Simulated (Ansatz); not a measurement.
# CH₅FGeSe: up Jacob's ladder to CCSD(T)

The task here is to estimate one member of a computed series from the others.

Computed with Ansatz 0.2.0, Gaussian basis. Level: functionals in def2-TZVPP, the program's frozen cores in correlated methods.

The runs, in order: LDA (SPW92), PBE-D4, revPBE-D4, BLYP-D4, r2SCAN-D4, B97M-V, PBE0-D4, B3LYP-D4, r2SCANh-D4, r2SCAN0-D4, HSE06-D4, BHLYP-D4, CAM-B3LYP-D4, LC-ωPBE, ωB97X-V, ωB97M-V, B2PLYP, PBE-QIDH; CCSD(T)/def2-SVP; CCSD(T)/def2-TZVPP; MP2/def2-QZVPP; extrapolation to the limit; RPA on PBE.

## Structure used throughout

All runs share one geometry, relaxed beforehand with PBE0-D4 in a triple-zeta def2 set.

9 atoms, charge 0, spin multiplicity 1.

Atoms are counted from 1 here; the program's logs count them from 0.

Bond lengths: C1–Ge2 1.935 Å, C1–H5 1.090 Å, C1–H6 1.090 Å, C1–H7 1.091 Å, Ge2–F3 1.746 Å, Ge2–Se4 2.341 Å, Ge2–H8 1.535 Å, Se4–H9 1.469 Å. Angles: Ge2–C1–H5 110.1°, Ge2–C1–H6 109.5°, Ge2–C1–H7 109.4°, H5–C1–H6 109.2°, H5–C1–H7 109.5°, H6–C1–H7 109.0°, C1–Ge2–F3 105.5°, C1–Ge2–Se4 113.1°, C1–Ge2–H8 116.4°, F3–Ge2–Se4 108.8°, F3–Ge2–H8 105.5°, Se4–Ge2–H8 107.0°, Ge2–Se4–H9 92.4°.

Coordinates:

| atom | x (Å) | y (Å) | z (Å) |
| --- | --- | --- | --- |
| C1 | 0.02644 | 0.62433 | -1.05775 |
| Ge2 | 0.37263 | -0.72871 | 0.28127 |
| F3 | 1.90524 | -0.29419 | 0.99704 |
| Se4 | -1.25415 | -0.79659 | 1.96284 |
| H5 | -0.91118 | 0.41141 | -1.57168 |
| H6 | -0.03981 | 1.60186 | -0.57959 |
| H7 | 0.84361 | 0.63663 | -1.78008 |
| H8 | 0.55103 | -2.16548 | -0.22998 |
| H9 | -1.40531 | 0.66454 | 1.96084 |

Set-up of the first run:

in.yaml

```yaml
crystal:
  periodic: [false, false, false]
  atoms:
    - {symbol: C, position_ang: [0.026442, 0.624333, -1.057753]}
    - {symbol: Ge, position_ang: [0.372631, -0.728714, 0.281272]}
    - {symbol: F, position_ang: [1.905238, -0.294190, 0.997040]}
    - {symbol: Se, position_ang: [-1.254155, -0.796588, 1.962841]}
    - {symbol: H, position_ang: [-0.911182, 0.411406, -1.571680]}
    - {symbol: H, position_ang: [-0.039811, 1.601857, -0.579592]}
    - {symbol: H, position_ang: [0.843612, 0.636632, -1.780079]}
    - {symbol: H, position_ang: [0.551032, -2.165480, -0.229985]}
    - {symbol: H, position_ang: [-1.405307, 0.664544, 1.960837]}
basis:
  gaussian: {orbitals: def2-TZVPP}
hamiltonian: {xc: lda}
output: {orbitals: {seedname: orbitals}}
```

Steps of the session up to this table: LDA; PBE-D4 (GGA); revPBE-D4 (GGA); BLYP-D4 (GGA); r2SCAN-D4 (meta-GGA); B97M-V (meta-GGA); PBE0-D4 (hybrid); B3LYP-D4 (hybrid); r2SCANh-D4 (hybrid); r2SCAN0-D4 (hybrid); HSE06-D4 (hybrid); BHLYP-D4 (hybrid); CAM-B3LYP-D4 (range-separated); LC-ωPBE-D4 (range-separated; the results give it without D4); ωB97X-V (range-separated); ωB97M-V (range-separated); B2PLYP (double hybrid); PBE-QIDH (double hybrid).

One of the session's tables, all rows but one given; the rest of the session is left out.

It belongs to the step «Orbital energies across the functionals». 

```
  functional  HOMO (eV)  gap (eV)
 LDA (SPW92)      -6.28      4.97
      PBE-D4      -6.13      5.05
   revPBE-D4      -6.07      5.08
     BLYP-D4      -5.96      4.94
   r2SCAN-D4      -6.42      5.61
      B97M-V      -6.49      5.67
     PBE0-D4      -7.30      7.14
    B3LYP-D4      -7.06      6.61
  r2SCANh-D4      -6.85      6.36
  r2SCAN0-D4      -7.50      7.49
    HSE06-D4      -6.91      6.37
    BHLYP-D4      -8.32      9.07
CAM-B3LYP-D4          ?         ?
     LC-ωPBE      -9.97     12.03
     ωB97X-V      -9.62     11.56
     ωB97M-V      -9.48     11.23
```

Q: Estimate the row for CAM-B3LYP-D4 from the others.

The run gave: HOMO (eV): -8.60; gap (eV): 9.44. In the column «HOMO (eV)» it lies between ωB97M-V (-9.48) and BHLYP-D4 (-8.32).
